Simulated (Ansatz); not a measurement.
The system is TiO.

```xyz
2
Lattice="3.0094 0.0000 0.0000 0.0000 3.0094 0.0000 0.0000 0.0000 3.6804" Properties=species:S:1:pos:R:3 pbc="T T T"
Ti    0.0000    0.0000    0.0000
O     0.0000    0.0000    1.8402
```

The cell was built by a generator and needn't be a form met in nature.

```yaml
Program: Ansatz 0.2.0
Task: relaxation of cell and atoms
Functional: HSE03
Potentials_or_basis: Ansatz PAW
Cutoff: "420 eV (not typed: the program's choice for these potentials)"
k_mesh: 5 × 5 × 4
Occupations: fermi-dirac, width 0.05 eV
Spin: no spin polarisation
```

At the start: volume 16.67 Å³/atom.

Problem. How do energy, volume and symmetry change on relaxing?

Solution. It ends after 5 steps and the volume is 16.50 Å³/atom (-1.0 %); space group P4/mmm (No. 123, to 0.05 Å).

Step by step:
```tsv
step	energy change (eV)	largest force (eV/Å)	volume (Å³)
1	0.0000	0.0000	33.33
2	-0.0098	0.0000	33.09
3	-0.0106	0.0000	32.94
4	-0.0105	0.0000	32.99
5	-0.0100	0.0000	32.99
```

Final structure:
```cif
data_structure
_symmetry_space_group_name_H-M 'P 1'
_symmetry_Int_Tables_number 1
_cell_length_a 3.0088
_cell_length_b 3.0088
_cell_length_c 3.6443
_cell_angle_alpha 90.000
_cell_angle_beta 90.000
_cell_angle_gamma 90.000
_cell_volume 32.99
loop_
_atom_site_label
_atom_site_type_symbol
_atom_site_fract_x
_atom_site_fract_y
_atom_site_fract_z
_atom_site_occupancy
Ti1 Ti 0.00000 0.00000 0.00000 1
O1 O 0.00000 0.00000 0.50000 1
```

Caveat: the k mesh is coarse (spacing up to 0.43 Å⁻¹), so the values aren't converged, least of all with exact exchange; the plane-wave basis is chosen anew once the cell has moved, so the energies of steps on either side of that aren't comparable; the PAW data sets come from PBE, with cores solved anew for the run's functional, which leaves a small shift of forces and pressure.
